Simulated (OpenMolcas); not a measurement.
**Si2NH5F (SMILES N[Si](F)[SiH3]) at 6 levels**

Aim: a comparison of 6 runs (UHF/3-21G, UBLYP/def2-SVP, UM06-L/def2-SVP, UPBE0/def2-SVP, ROMP2/def2-SVP, ROCCSD(T)/def2-SVP) of Si2NH5F. 

The results are computed with OpenMolcas 26.06.

## Step 1: Starting point

Si2NH5F has 9 atoms, charge 0, and is taken as a doublet. SMILES: `N[Si](F)[SiH3]`. The Si2–Si4 distance was set to 5.161 Å, away from the relaxed value. At this shape a bond of the SMILES string is far longer than usual.

Bond lengths: N1–Si2 1.703 Å, Si2–F3 1.616 Å, N1–H5 1.007 Å, N1–H6 1.008 Å, Si4–H7 1.485 Å, Si4–H8 1.492 Å, Si4–H9 1.486 Å. Angles: N1–Si2–F3 112.7°, Si2–N1–H5 122.8°, Si2–N1–H6 123.0°, H5–N1–H6 112.1°, H7–Si4–H8 108.9°, H7–Si4–H9 109.3°, H8–Si4–H9 108.5°.

## Step 2: A single-point energy at UHF/3-21G (run 1)

run.inp

```
* FH5NSi2 Hartree-Fock

&GATEWAY
 BASLIB=$CurrDir
 BASISSET
 N.3-21G....
 N1 -2.983180 2.045627 -2.540259 angstrom
 End of Basis
 BASISSET
 Si.3-21G....
 Si2 -2.854080 0.350327 -2.434759 angstrom
 Si4 0.823900 -0.883000 0.969100 angstrom
 End of Basis
 BASISSET
 F.3-21G....
 F3 -2.501680 -0.337973 -3.853859 angstrom
 End of Basis
 BASISSET
 H.3-21G....
 H5 -3.748480 2.506427 -3.004059 angstrom
 H6 -2.204380 2.665927 -2.385459 angstrom
 H7 1.132000 -2.331800 0.856500 angstrom
 H8 2.078500 -0.103500 0.756900 angstrom
 H9 0.315000 -0.594800 2.335600 angstrom
 End of Basis

&SEWARD

&SCF
 UHF
 SPIN=2
 THRESHOLDS=1e-10 1e-07 1e-07 1e-05
 PRORBITALS=1 1
```

The basis set 3-21G is read from a file made from the Basis Set Exchange's data (not shown).

Started as:

```
$ export MOLCAS_MEM=1860
$ pymolcas run.inp > run.log
```

Log:

```text
--- Start Module: gateway ---
[...]
--- Stop Module: gateway /rc=_RC_ALL_IS_WELL_ ---
--- Start Module: seward ---
[...]
      Basis functions           54
--- Stop Module: seward /rc=_RC_ALL_IS_WELL_ ---
[...]
--- Start Module: scf ---
[...]
       Convergence after  24 Iterations
[...]
::    Total SCF energy                               -730.7340837749
[...]
      Total spin, S                                     0.5311544552
[...]
      Total electronic charge=   49.000000
      Total            charge=   -0.000000
[...]
      Dipole Moment (debye):
      Origin of the operator (angstrom)=   -1.5804    0.1009   -1.6091
                   X= -6.9106E-01               Y=  2.7396E+00               Z= -3.3732E-01           Total=  2.8454E+00
      Quadrupole Moment (debye*angstrom):
[...]
--- Stop Module: scf /rc=_RC_ALL_IS_WELL_ ---
[...]
```

Run time: 5.1 s. Hardware: 1 thread of AMD EPYC 7R43 (Zen 3), shared host; peak memory 0.39 GiB.

## Step 3: The energy at UBLYP/def2-SVP (run 2)

run.input

```
&GATEWAY
 BASLIB=$CurrDir
 COORD
 9
 angstrom
 N       -2.983180       2.045627      -2.540259
 Si      -2.854080       0.350327      -2.434759
 F       -2.501680      -0.337973      -3.853859
 Si       0.823900      -0.883000       0.969100
 H       -3.748480       2.506427      -3.004059
 H       -2.204380       2.665927      -2.385459
 H        1.132000      -2.331800       0.856500
 H        2.078500      -0.103500       0.756900
 H        0.315000      -0.594800       2.335600
 BASIS=def2-SVP
 GROUP=NoSym

&SEWARD
 GRIDINPUT
 Grid=UltraFine
 End of Grid

&SCF
 UHF
 SPIN=2
 KSDFT=BLYP
 THRESHOLDS=1e-10 1e-07 1e-07 1e-05
 PRORBITALS=1 2
```

The basis set def2-SVP is read from a file made from the Basis Set Exchange's data (not shown).

Started as:

```
$ export MOLCAS_MEM=1860
$ pymolcas run.input > run.log
```

Log:

```text
--- Start Module: gateway ---
[...]
--- Stop Module: gateway /rc=_RC_ALL_IS_WELL_ ---
--- Start Module: seward ---
[...]
      Basis functions           89
--- Stop Module: seward /rc=_RC_ALL_IS_WELL_ ---
[...]
--- Start Module: scf ---
[...]
       Convergence after  18 Iterations
[...]
::    Total KS-DFT energy                            -736.1993603407
[...]
      Total spin, S                                     0.5008429870
[...]
      Total electronic charge=   49.000000
      Total            charge=   -0.000000
[...]
      Dipole Moment (debye):
      Origin of the operator (angstrom)=   -1.5804    0.1009   -1.6091
                   X= -4.2487E-01               Y=  2.4548E+00               Z= -3.4643E-01           Total=  2.5153E+00
      Quadrupole Moment (debye*angstrom):
[...]
--- Stop Module: scf /rc=_RC_ALL_IS_WELL_ ---
[...]
```

It took 44 s on 1 thread of AMD EPYC 7R43 (Zen 3), shared host; peak memory 0.49 GiB.

Run 3 isn't shown in full; the table further down has it.

## Step 4: The energy at UPBE0/def2-SVP (run 4)

job.input

```
>>> EXPORT MOLCAS_PRINT=2

&GATEWAY
 BasLib
 $CurrDir
 Coord
 9
 angstrom
 N       -2.983180       2.045627      -2.540259
 Si      -2.854080       0.350327      -2.434759
 F       -2.501680      -0.337973      -3.853859
 Si       0.823900      -0.883000       0.969100
 H       -3.748480       2.506427      -3.004059
 H       -2.204380       2.665927      -2.385459
 H        1.132000      -2.331800       0.856500
 H        2.078500      -0.103500       0.756900
 H        0.315000      -0.594800       2.335600
 Basis
 def2-SVP
 Group
 NoSym

&SEWARD
 GridInput
 Grid=UltraFine
 End of Grid

&SCF
 UHF
 Spin
 2
 KSDFT
 PBE0
 Thresholds
 1e-10 1e-07 1e-07 1e-05
 PrOrbitals
 1 2
```

The basis set def2-SVP is read from a file made from the Basis Set Exchange's data (not shown).

Started as:

```
$ export MOLCAS_MEM=1860
$ pymolcas job.input > job.log
```

Log:

```text
--- Start Module: gateway ---
[...]
--- Stop Module: gateway /rc=_RC_ALL_IS_WELL_ ---
--- Start Module: seward ---
[...]
      Basis functions           89
--- Stop Module: seward /rc=_RC_ALL_IS_WELL_ ---
[...]
--- Start Module: scf ---
[...]
       Convergence after  17 Iterations
[...]
::    Total KS-DFT energy                            -735.8282332383
[...]
      Total spin, S                                     0.5013892293
[...]
      Total electronic charge=   49.000000
      Total            charge=   -0.000000
[...]
      Dipole Moment (debye):
      Origin of the operator (angstrom)=   -1.5804    0.1009   -1.6091
                   X= -4.1104E-01               Y=  2.5923E+00               Z= -2.6411E-01           Total=  2.6379E+00
      Quadrupole Moment (debye*angstrom):
[...]
--- Stop Module: scf /rc=_RC_ALL_IS_WELL_ ---
[...]
```

Run time: 41 s. Hardware: 1 thread of AMD EPYC 7R43 (Zen 3), shared host; peak memory 0.49 GiB.

Run 5 isn't shown in full; the table further down has it.

## Step 5: A single-point energy at ROCCSD(T)/def2-SVP (run 6)

mol.xyz

```xyz
9

N     -2.983180     2.045627    -2.540259
Si    -2.854080     0.350327    -2.434759
F     -2.501680    -0.337973    -3.853859
Si     0.823900    -0.883000     0.969100
H     -3.748480     2.506427    -3.004059
H     -2.204380     2.665927    -2.385459
H      1.132000    -2.331800     0.856500
H      2.078500    -0.103500     0.756900
H      0.315000    -0.594800     2.335600
```

calc.input

```
&GATEWAY
 BasLib=$CurrDir
 Coord=mol.xyz
 Basis=def2-SVP
 Group=NoSym

&SEWARD

&SCF
 UHF
 Spin=2
 Thresholds=1e-10 1e-07 1e-07 1e-05
 PrOrbitals=1 1

&RASSCF
 FileOrb=$Project.UnaOrb
 Spin=2
 Nactel=1 0 0
 Inactive=24
 Ras2=1
 OutOrbitals=Canonical
 OrbListing=Nothing

&MOTRA
 JobIph
 Frozen=12

&CCSDT
 CCT
 Triples=3
 Iterations=80
 Accuracy=1e-08
 Extrapolation=5 4
```

The basis set def2-SVP is read from a file made from the Basis Set Exchange's data (not shown).

Started as:

```
$ export MOLCAS_MEM=1860
$ pymolcas calc.input > calc.log
```

Log:

```text
--- Start Module: gateway ---
[...]
--- Stop Module: gateway /rc=_RC_ALL_IS_WELL_ ---
[...]
      Basis functions           89
[...]
       Convergence after  41 Iterations
[...]
::    Total SCF energy                               -734.3337775817
[...]
      Total spin, S                                     0.6313986377
[...]
      Number of active orbitals                  1
[...]
      Spin quantum number                      0.5
[...]
      Active orbitals                            1
[...]
      Number of CSFs                             1
[...]
      Number of root(s) required                 1
[...]
      Convergence after 10 iterations
[...]
      printout of CI-coefficients larger than  0.05 for root  1
      energy=    -734.330642
      conf/sym  1     Coeff  Weight
             1  u   1.00000 1.00000
      Natural orbitals and occupation numbers for root  1
      sym 1:   1.000000
      ************************************************************************************************************************
      *                                                    Final results                                                     *
[...]
::    RASSCF root number  1 Total energy:   -734.33064196
[...]
      Total electronic charge=   49.000000
      Total            charge=   -0.000000
[...]
      Dipole Moment (debye):
      Origin of the operator (angstrom)=   -1.5804    0.1009   -1.6091
                   X= -5.6874E-01               Y=  2.7415E+00               Z= -2.2876E-01           Total=  2.8092E+00
      Quadrupole Moment (debye*angstrom):
[...]
--- Start Module: motra ---
[...]
--- Start Module: ccsdt ---
[...]
      Convergence after                    20  Iterations
      Total energy (diff) :    -734.91127095      -0.00000000
[...]
 METHOD                       : CCSD+T(CCSD)+<T3(1)WT1>+<T3(1)UT2> = CCSD(T)
[...]
       CCSD     =      -734.9112709470304
[...]
```

Run time: 88 s. Hardware: 1 thread of AMD EPYC 7R43 (Zen 3), shared host; peak memory 0.49 GiB.

## Step 6: The series

| run | level | integration grid | frozen core orbitals | energy (Eh) | dipole moment (D) | HOMO energy (eV) | LUMO energy (eV) | wall time |
| --- | --- | --- | --- | --- | --- | --- | --- | --- |
| 1 | UHF/3-21G | – | – | -730.734084 | 2.85 | -8.95 | 0.81 | 5.1 s |
| 2 | UBLYP/def2-SVP | UltraFine | – | -736.199360 | 2.52 | -5.01 | -3.53 | 44 s |
| 3 | UM06-L/def2-SVP | UltraFine | – | -736.209721 | 2.66 | -5.45 | -3.47 | 59 s |
| 4 | UPBE0/def2-SVP | UltraFine | – | -735.828233 | 2.64 | -6.35 | -2.63 | 41 s |
| 5 | ROMP2/def2-SVP | – | 12 | -734.863746 | – | – | – | 22 s |
| 6 | ROCCSD(T)/def2-SVP | – | 12 | -734.923751 | – | – | – | 88 s |

## Step 7: Summary of results

| quantity | value |
| --- | --- |
| run 6: total energy | -734.92375 Eh |
| run 6: (T) correction | -12.48 mEh |

In words: Over runs 1, 2, 3, 4 the dipole moment (its size) runs from 2.52 D (UBLYP/def2-SVP) to 2.85 D (UHF/3-21G). The two ends differ in method and basis. Totals of different functionals can't be ranked against each other. All runs together took 4.3 min, the longest 88 s.
